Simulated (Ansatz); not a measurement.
**CH2Se (methaneselone) at HF/STO-3G**

Aim: the electronic atomisation energy of CH2Se (methaneselone) at HF/STO-3G, from 4 runs. 

The results are computed with Ansatz 0.2.0.

47 further runs of the same task are left out: 47 set aside as unsound or not needed.

## (1) The system as given

CH2Se: 4 atoms, total charge 0, spin state singlet. SMILES: `C=[Se]`. The shape is that of a PBE0-D4/def2-TZVP optimisation.

Bond lengths: C1–Se2 1.741 Å, C1–H3 1.087 Å, C1–H4 1.087 Å. Angles: Se2–C1–H3 121.8°, Se2–C1–H4 121.8°, H3–C1–H4 116.4°.

## (2) The energy at HF/STO-3G

in.yaml reads:

```yaml
crystal:
  periodic: [false, false, false]
  atoms:
    - {symbol: C, position_ang: [-0.129440, -0.027430, -0.068180]}
    - {symbol: Se, position_ang: [1.384110, 0.293380, 0.729180]}
    - {symbol: H, position_ang: [-0.586530, -1.013730, -0.053570]}
    - {symbol: H, position_ang: [-0.668140, 0.747780, -0.607410]}
basis:
  gaussian: {orbitals: STO-3G}
hamiltonian: {xc: hf}
accuracy: high
output: {orbitals: {seedname: orbitals}}
```

The run is started by

```
$ ansatz run in.yaml --threads 1 --pin off --max-ram 3480MiB --events-out events.jsonl --progress --plain --runs-dir runs
```

Standard output:

```text
Warning: RAYON_NUM_THREADS=1 ignored (pool sized by the plan → 1); use --threads N
Functional definition: HF
  name "HF"
  exchange = exact_x
  correlation = 0
345 factors; integrals over basis functions are off by at most 5.0e-9 eV
mean field evaluation 1: about -65632.2284 eV, gradient 2.6e1 eV
mean field evaluation 2: about -65632.2776 eV, gradient 2.6e1 eV
mean field evaluation 4: about -65635.2374 eV, gradient 1.6e0 eV
mean field evaluation 8: about -65635.2488 eV, gradient 4.9e-2 eV
mean field -65635.24883388 eV, -2412.0509054756 hartree, gradient 5.3e-8 eV, S^2 0.000000; 0 other end points of the search recorded, 0 dependent functions left out
reference -65635.24883388 eV, -2412.0509054756 hartree; 21, 21 occupied and 4, 4 virtual orbitals, 345 factors
Total energy: -65635.24883388 eV, -2412.0509054756 hartree
```

Wall time 0.12 s (1 thread of Arm Neoverse V2, shared host).

## (3) The C atom at the same level

molecule.yaml reads:

```yaml
crystal:
  periodic: [false, false, false]
  atoms:
    - {symbol: C, position_ang: [0.000000, 0.000000, 0.000000]}
basis:
  gaussian:
    orbitals: STO-3G
magnetization:
  spin_polarized: true
  initial_magnetization: 2
hamiltonian:
  xc: hf
accuracy: high
```

Run the same way, it converges to -37.19839 Eh (log not shown).

## (4) The H atom

input.yaml reads:

```yaml
crystal:
  periodic: [false, false, false]
  atoms:
    - {symbol: H, position_ang: [0.000000, 0.000000, 0.000000]}
basis:
  gaussian:
    orbitals: STO-3G
magnetization:
  spin_polarized: true
  initial_magnetization: 1
hamiltonian:
  xc: hf
accuracy: high
```

The run is started by

```
$ ansatz run input.yaml --threads 1 --pin off --max-ram 3480MiB --events-out events.jsonl --progress --plain --runs-dir runs
```

Standard output:

```text
Warning: RAYON_NUM_THREADS=1 ignored (pool sized by the plan → 1); use --threads N
[... 4 set-up lines as earlier in the session ...]
1 factors; integrals over basis functions are off by at most 4.6e-10 eV
mean field evaluation 1: about -12.6963 eV, gradient 0.0e0 eV
mean field evaluation 2: about -12.6963 eV, gradient 0.0e0 eV
mean field -12.69633895 eV, -0.4665818504 hartree, gradient 0.0e0 eV, S^2 0.750000; 0 other end points of the search recorded, 0 dependent functions left out
reference -12.69633895 eV, -0.4665818504 hartree; 1, 0 occupied and 0, 1 virtual orbitals, 1 factors
Total energy: -12.69633895 eV, -0.4665818504 hartree
```

Run time: 0.02 s. Hardware: 1 thread of Arm Neoverse V2, shared host.

## (5) The Se atom at the same level

input.yaml reads:

```yaml
crystal:
  periodic: [false, false, false]
  atoms:
    - {symbol: Se, position_ang: [0.000000, 0.000000, 0.000000]}
basis:
  gaussian:
    orbitals: STO-3G
total_charge: 0
hamiltonian:
  xc: hf
accuracy: high
magnetization:
  spin_polarized: true
  initial_magnetization: 2
```

Run the same way, it converges to -2373.52734 Eh (log not shown).

## (6) What came out

At HF/STO-3G:

```
                     quantity           value
       molecule: total energy  -2412.05091 Eh
        molecule: HOMO energy        -6.54 eV
        molecule: LUMO energy         4.43 eV
      molecule: HOMO–LUMO gap        10.97 eV
         C atom: total energy    -37.19839 Eh
                 C atom: ⟨S²⟩           2.000
         H atom: total energy     -0.46658 Eh
                 H atom: ⟨S²⟩           0.750
        Se atom: total energy  -2373.52734 Eh
                Se atom: ⟨S²⟩           2.000
electronic atomisation energy       10.667 eV
```

**Reading.** Taking the molecule apart into free atoms costs 10.67 eV (246 kcal/mol), before zero-point energy and without spin-orbit coupling. Hartree–Fock lacks the correlation of the bonding pairs, which as a rule makes this value much too low; in minimal bases other errors can mask that. In a minimal basis such a difference can be off by several eV, whatever the method.
